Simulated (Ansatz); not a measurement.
# SiBr2 (SMILES Br[Si]Br) at PBE0/def2-SVPD

What is the energy change on altering one bond length of SiBr2 at PBE0/def2-SVPD? 

The calculation is run with Ansatz 0.2.0.

26 further runs of the same task are left out: 1 that didn't finish, 25 set aside as unsound or not needed. Runs told in other sessions of the task aren't counted.

**1. The molecule**

SiBr2 has 3 atoms, charge 0, and is taken as a singlet. SMILES: `Br[Si]Br`. The shape is that of a PBE0-D4/def2-TZVP optimisation.

Bond lengths: Br1–Si2 2.249 Å, Si2–Br3 2.249 Å. Angles: Br1–Si2–Br3 101.9°.

**2. The energy at PBE0/def2-SVPD**

input.yaml

```yaml
crystal:
  periodic: [false, false, false]
  atoms:
    - symbol: Br
      position_ang: [0.975100, 1.342100, 0.670900]
    - symbol: Si
      position_ang: [-0.770000, 0.385700, -0.376400]
    - symbol: Br
      position_ang: [-0.216000, -1.792600, -0.307800]
basis:
  gaussian:
    orbitals: def2-SVPD
hamiltonian:
  xc: {name: PBE0}
accuracy: high
output: {orbitals: {seedname: orbitals}}
```

Started as:

```bash
$ ansatz run input.yaml --threads 1 --pin off --max-ram 2610MiB --events-out events.jsonl --progress --plain --runs-dir runs
```

Output:

```text
Warning: RAYON_NUM_THREADS=1 ignored (pool sized by the plan → 1); use --threads N
Functional definition: PBE0
  name "PBE0"
  parameter a = 0.25
  parameter kappa = 0.804
  parameter beta = 0.06672455060314922
  exchange = (1 - a)*pbe_x(kappa = kappa, mu = beta*pi^2/3) + a*exact_x
  correlation = pbe_c(beta = beta)
1832 factors; integrals over basis functions are off by at most 4.6e-9 eV
mean field evaluation 1: about -147932.5014 eV, gradient 1.2e1 eV
mean field evaluation 2: about -147931.9804 eV, gradient 1.8e1 eV
mean field evaluation 4: about -147933.0137 eV, gradient 2.7e-1 eV
mean field evaluation 8: about -147933.0857 eV, gradient 3.1e-2 eV
mean field evaluation 16: about -147933.0857 eV, gradient 4.3e-6 eV
mean field -147933.08574223 eV, -5436.4406283799 hartree, gradient 1.4e-8 eV, S^2 0.000000; 0 other end points of the search recorded, 0 dependent functions left out
reference -147933.08574486 eV, -5436.4406284767 hartree; 42, 42 occupied and 64, 64 virtual orbitals, 1832 factors
Total energy: -147933.08574486 eV, -5436.4406284767 hartree
```

Run time: 9 s. Hardware: 1 thread of Arm Neoverse V2, shared host; peak memory 0.38 GiB.

**3. The distorted shape at the same level**

in.yaml

```yaml
crystal:
  periodic: [false, false, false]
  atoms:
    - {symbol: Br, position_ang: [0.310305, 3.956040, 0.588581]}
    - {symbol: Si, position_ang: [-1.434795, 2.999640, -0.458719]}
    - {symbol: Br, position_ang: [-0.216000, -1.792600, -0.307800]}
basis:
  gaussian:
    orbitals: def2-SVPD
hamiltonian:
  xc: pbe0
accuracy: high
output: {orbitals: {seedname: orbitals}}
```

Started as:

```bash
$ ansatz run in.yaml --threads 1 --pin off --max-ram 2610MiB --events-out events.jsonl --progress --plain --runs-dir runs
```

Output, shortened:

```text
Warning: RAYON_NUM_THREADS=1 ignored (pool sized by the plan → 1); use --threads N
[... 2 set-up lines as earlier in the session ...]
[...]
1767 factors; integrals over basis functions are off by at most 4.6e-9 eV
[...]
mean field -147929.20777766 eV, -5436.2981158108 hartree, gradient 1.1e-8 eV, S^2 0.000000; 9 other end points of the search recorded, 0 dependent functions left out
reference -147929.20778085 eV, -5436.2981159278 hartree; 42, 42 occupied and 64, 64 virtual orbitals, 1767 factors
Total energy: -147929.20778085 eV, -5436.2981159278 hartree
```

It took 42 s on 1 thread of Arm Neoverse V2, shared host; peak memory 0.49 GiB.

**4. Results**

Level: PBE0/def2-SVPD.

| quantity | value |
| --- | --- |
| first shape: total energy | -5436.44063 Eh |
| first shape: HOMO energy | -7.63 eV |
| first shape: LUMO energy | -3.17 eV |
| first shape: HOMO–LUMO gap | 4.45 eV |
| distorted shape: total energy | -5436.29812 Eh |
| distorted shape: HOMO energy | -6.20 eV |
| distorted shape: LUMO energy | -5.15 eV |
| distorted shape: HOMO–LUMO gap | 1.04 eV |
| energy change with the Si2–Br3 bond stretched from 2.249 to 4.947 Å | 3.878 eV |

One bond (distorted shape) is far stretched, which a spin-restricted single reference describes badly; a broken-symmetry solution may lie lower. With the Si2–Br3 bond stretched from 2.249 to 4.947 Å the energy rises by 3.88 eV (89 kcal/mol). The first shape isn't relaxed at this level, so the change isn't measured from a minimum. A restricted reference can't describe the breaking bond well at this length.
